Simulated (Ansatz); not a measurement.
# C₈H₁₃FHfO₂: small, medium and large basis sets

One table from this session's results is given with a row withheld; the runs are named, their logs left out.

Computed with Ansatz 0.2.0, Gaussian basis. Level: one geometry, several basis sets.

Plan: PBE0-D4/def2-SVP; ωB97M-V/def2-SVP; PBE0-D4/def2-QZVPP; ωB97M-V/def2-QZVPP; the functionals' def2-TZVPP values are taken from earlier runs.

## The relaxed structure

All runs share one geometry, relaxed beforehand with PBE0-D4 in a triple-zeta def2 set. Hf takes the def2 core potential; no spin-orbit term is included.

25 atoms, charge 0, spin multiplicity 1.

Atoms are counted from 1 here; the program's logs count them from 0.

Bond lengths: C1–O2 1.387 Å, C1–H13 1.096 Å, C1–H14 1.095 Å, C1–H15 1.095 Å, O2–Hf3 1.919 Å, Hf3–C4 2.245 Å, Hf3–O5 1.920 Å, Hf3–C7 2.538 Å, Hf3–C8 2.513 Å, Hf3–C9 2.526 Å, Hf3–C10 2.587 Å, Hf3–C12 2.583 Å, C4–H16 1.096 Å, C4–H17 1.095 Å, C4–H18 1.097 Å, O5–C6 1.384 Å, C6–H19 1.096 Å, C6–H20 1.096 Å and more. Angles: O2–C1–H13 110.6°, O2–C1–H14 110.3°, O2–C1–H15 111.1°, H13–C1–H14 108.0°, H13–C1–H15 108.3°, H14–C1–H15 108.3°, C1–O2–Hf3 166.8°, O2–Hf3–C4 102.8°, O2–Hf3–O5 109.0°, O2–Hf3–C7 129.2°, O2–Hf3–C8 138.1°, O2–Hf3–C9 107.3°, O2–Hf3–C10 86.4°, O2–Hf3–C12 97.2°, C4–Hf3–O5 102.2°, C4–Hf3–C7 82.2°, C4–Hf3–C8 106.7°, C4–Hf3–C9 135.9° and more.

Coordinates:

```csv
atom,x (Å),y (Å),z (Å)
C1,2.2671,2.1970,0.8684
O2,1.1074,1.4671,0.6540
Hf3,-0.2187,0.1618,0.1842
C4,-1.3046,-0.1659,2.1220
O5,-1.5649,0.9982,-0.8998
C6,-2.4453,1.5153,-1.8343
C7,-0.0669,-2.3709,0.2376
C8,-0.3469,-2.0010,-1.0882
C9,0.7815,-1.3118,-1.6072
C10,1.7528,-1.3222,-0.5920
F11,2.9705,-0.7959,-0.7032
C12,1.2446,-1.9341,0.5588
H13,2.2485,3.1294,0.2930
H14,2.3642,2.4544,1.9287
H15,3.1529,1.6257,0.5703
H16,-2.1921,-0.7989,2.0124
H17,-0.6805,-0.6093,2.9050
H18,-1.6467,0.8092,2.4914
H19,-3.4432,1.6329,-1.3975
H20,-2.1102,2.4978,-2.1861
H21,-2.5316,0.8526,-2.7043
H22,-0.7315,-2.8931,0.9080
H23,-1.2679,-2.1835,-1.6215
H24,0.9004,-0.9016,-2.5986
H25,1.7611,-2.0531,1.4989
```

Set-up of the first run:

in.yaml

```yaml
crystal:
  periodic: [false, false, false]
  atoms:
    - {symbol: C, position_ang: [2.267061, 2.196962, 0.868371]}
    - {symbol: O, position_ang: [1.107418, 1.467105, 0.654040]}
    - {symbol: Hf, position_ang: [-0.218696, 0.161789, 0.184192]}
    - {symbol: C, position_ang: [-1.304645, -0.165861, 2.122009]}
    - {symbol: O, position_ang: [-1.564913, 0.998237, -0.899782]}
    - {symbol: C, position_ang: [-2.445301, 1.515276, -1.834299]}
    - {symbol: C, position_ang: [-0.066948, -2.370867, 0.237587]}
    - {symbol: C, position_ang: [-0.346885, -2.001023, -1.088216]}
    - {symbol: C, position_ang: [0.781459, -1.311815, -1.607152]}
    - {symbol: C, position_ang: [1.752790, -1.322242, -0.591965]}
    - {symbol: F, position_ang: [2.970491, -0.795913, -0.703248]}
    - {symbol: C, position_ang: [1.244613, -1.934097, 0.558770]}
    - {symbol: H, position_ang: [2.248547, 3.129395, 0.293025]}
    - {symbol: H, position_ang: [2.364247, 2.454424, 1.928700]}
    - {symbol: H, position_ang: [3.152948, 1.625704, 0.570253]}
    - {symbol: H, position_ang: [-2.192056, -0.798882, 2.012433]}
    - {symbol: H, position_ang: [-0.680543, -0.609303, 2.905017]}
    - {symbol: H, position_ang: [-1.646683, 0.809195, 2.491350]}
    - {symbol: H, position_ang: [-3.443234, 1.632933, -1.397452]}
    - {symbol: H, position_ang: [-2.110218, 2.497778, -2.186094]}
    - {symbol: H, position_ang: [-2.531623, 0.852586, -2.704287]}
    - {symbol: H, position_ang: [-0.731499, -2.893132, 0.908012]}
    - {symbol: H, position_ang: [-1.267910, -2.183540, -1.621514]}
    - {symbol: H, position_ang: [0.900450, -0.901580, -2.598633]}
    - {symbol: H, position_ang: [1.761111, -2.053110, 1.498873]}
basis:
  gaussian: {orbitals: def2-SVP}
hamiltonian: {xc: pbe0, dispersion: d4}
output: {orbitals: {seedname: orbitals}}
```

On the command line:

```bash
ansatz run in.yaml --threads 10 --pin off --events-out ev --progress --plain --max-ram 110592MiB --backend cpu
```

Among the steps run: PBE0-D4 in def2-SVP; ωB97M-V in def2-SVP; PBE0-D4 in def2-QZVPP; ωB97M-V in def2-QZVPP.

One of the session's tables, all rows but one given; the rest of the session is left out.

| functional | basis | HOMO (eV) | LUMO (eV) |
| --- | --- | --- | --- |
| PBE0-D4 | def2-SVP | -6.90 | 0.08 |
| PBE0-D4 | def2-TZVPP | -6.93 | 0.03 |
| PBE0-D4 | def2-QZVPP | -6.95 | -0.02 |
| ωB97M-V | def2-SVP | -9.06 | 1.84 |
| ωB97M-V | def2-TZVPP | ? | ? |
| ωB97M-V | def2-QZVPP | -9.09 | 0.95 |

Q: Estimate the row for ωB97M-V, def2-TZVPP from the others.

As computed: HOMO (eV): -9.07; LUMO (eV): 1.34. In the column «HOMO (eV)» it lies between ωB97M-V, def2-QZVPP (-9.09) and ωB97M-V, def2-SVP (-9.06).
